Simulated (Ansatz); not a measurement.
Set up this calculation in Ansatz 0.2.0, as the native input.

| Item | Value |
| --- | --- |
| Task | relaxation of the atoms |
| Functional | revPBE |
| Potentials or basis | Ansatz PAW |
| Cutoff | 420 eV (not typed: the program's choice for these potentials) |
| k mesh | 10 × 10 × 1 |
| Occupations | fermi-dirac, width 0.05 eV |
| Spin | no spin polarisation |
| Boundary along the surface normal | dipole_correction |
| Atoms held (counted from 0) | [0, 1, 2] |
| Miller | [1, 0, 0] |
| Bulk formula | Cu |

The system is Cu, a slab with vacuum.

```xyz
7
Lattice="2.5562 0.0000 0.0000 0.0000 2.5562 0.0000 0.0000 0.0000 25.8450" Properties=species:S:1:pos:R:3 pbc="T T T"
Cu    1.2781    1.2781    7.5000
Cu    0.0000    0.0000    9.3075
Cu    1.2781    1.2781   11.1150
Cu    0.0000    0.0000   12.9225
Cu    1.2781    1.2781   14.7300
Cu    0.0000    0.0000   16.5375
Cu    1.2781    1.2781   18.3450
```

The slab is cut from a database's or a generator's crystal, which needn't be the stable form of the element.

The cell isn't the ideal one: the (1 0 0) slab of Cu, cut from the database cell, not relaxed.

The input as run:

input.yaml

```yaml
crystal:
  lattice:
    - [2.556191014, 0.0, 0.0]
    - [0.0, 2.556191014, 0.0]
    - [0.0, 0.0, 25.845]
  atoms:
    - { symbol: Cu, position: [0.5, 0.5, 0.2901915264] }
    - { symbol: Cu, position: [0.0, 0.0, 0.3601276843] }
    - { symbol: Cu, position: [0.5, 0.5, 0.4300638421] }
    - { symbol: Cu, position: [0.0, 0.0, 0.5] }
    - { symbol: Cu, position: [0.5, 0.5, 0.5699361579] }
    - { symbol: Cu, position: [0.0, 0.0, 0.6398723157] }
    - { symbol: Cu, position: [0.5, 0.5, 0.7098084736] }
hamiltonian:
  xc: revpbe
  pseudopotentials: { kind: paw }
kpoints:
  mp_grid: { grid: [10, 10, 1] }
scf:
  occupations: { method: fermi_dirac, width: 0.05 }
output:
  forces: true
  eigenvalues: true
  write_density: true
  write_potential: true
  elf: true
  volumetric_format: npy
relax:
  f_tol: 0.02
  max_steps: 40
  constraints: [{ sites: [0, 1, 2] }]
efield:
  axis: 3
  dipole_correction: true
  ramp_width: 0.04
```

Potentials or basis: Ansatz PAW.

Command:

```console
$ ansatz run input.yaml --threads 4 --pin off --max-ram 11264MiB --backend cpu --events-out ev --progress --plain --runs-dir out
```

Results of the run:

The energy gained by relaxing is 2.6 meV/atom. The ionic steps are 4 and the largest force after relaxing is 0.211 eV/Å. The band gap on the k mesh is none (metal or under the smearing width), the work function of the upper face is 4.41 eV and the work function of the lower face is 4.42 eV. The dipole across the slab is 0.000 e·Å.

Caveat: the PAW data sets come from PBE, with cores solved anew for the run's functional, which leaves a small shift of forces and pressure.

Wall time 44 s on 4 threads of Arm Neoverse V2, with other jobs on the host, peak memory 0.69 GiB.
